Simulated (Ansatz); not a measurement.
# Germanium tetrachloride (GeCl4): small, medium and large basis sets

One table from this session's results is given with a row withheld; the runs are named, their logs left out.

Method: one geometry, several basis sets; program: Ansatz 0.2.0, Gaussian basis.

Plan: PBE0-D4/def2-SVP; ωB97M-V/def2-SVP; PBE0-D4/def2-QZVPP; ωB97M-V/def2-QZVPP; the functionals' def2-TZVPP values are taken from earlier runs.

## The geometry

All runs share one geometry, relaxed beforehand with PBE0-D4 in a triple-zeta def2 set.

SMILES `[Cl][Ge]([Cl])([Cl])[Cl]`, 5 atoms, charge 0, spin multiplicity 1.

Atoms are counted from 1 here; the program's logs count them from 0.

Bond lengths: Cl1–Ge2 2.116 Å, Ge2–Cl3 2.116 Å, Ge2–Cl4 2.116 Å, Ge2–Cl5 2.116 Å. Angles: Cl1–Ge2–Cl3 109.5°, Cl1–Ge2–Cl4 109.5°, Cl1–Ge2–Cl5 109.5°, Cl3–Ge2–Cl4 109.5°, Cl3–Ge2–Cl5 109.5°, Cl4–Ge2–Cl5 109.5°.

The first run:

in.yaml

```yaml
crystal:
  periodic: [false, false, false]
  atoms:
    - {symbol: Cl, position_ang: [-0.979009, -0.096347, 1.860618]}
    - {symbol: Ge, position_ang: [0.009970, -0.014727, -0.008289]}
    - {symbol: Cl, position_ang: [1.641552, -1.362157, -0.002361]}
    - {symbol: Cl, position_ang: [-1.341784, -0.550559, -1.545577]}
    - {symbol: Cl, position_ang: [0.719072, 1.950190, -0.345791]}
basis:
  gaussian: {orbitals: def2-SVP}
hamiltonian: {xc: pbe0, dispersion: d4}
output: {orbitals: {seedname: orbitals}}
```

Launch:

```bash
> ansatz run in.yaml --threads 4 --pin off --events-out ev --progress --plain --max-ram 10444MiB
```

Steps of the session up to this table: PBE0-D4 in def2-SVP; ωB97M-V in def2-SVP; PBE0-D4 in def2-QZVPP; ωB97M-V in def2-QZVPP.

One of the session's tables, all rows but one given; the rest of the session is left out.

It belongs to the step «Density functionals: the series». 

```
functional       basis  HOMO (eV)  LUMO (eV)
   PBE0-D4    def2-SVP      -9.53      -2.03
   PBE0-D4  def2-TZVPP      -9.67      -2.23
   PBE0-D4  def2-QZVPP          ?          ?
   ωB97M-V    def2-SVP     -11.73       0.19
   ωB97M-V  def2-TZVPP     -11.92      -0.13
   ωB97M-V  def2-QZVPP     -11.96      -0.27
```

Q: Estimate the row for PBE0-D4, def2-QZVPP from the others.

As computed: HOMO (eV): -9.69; LUMO (eV): -2.30. In the column «HOMO (eV)» it lies between ωB97M-V, def2-SVP (-11.73) and PBE0-D4, def2-TZVPP (-9.67).
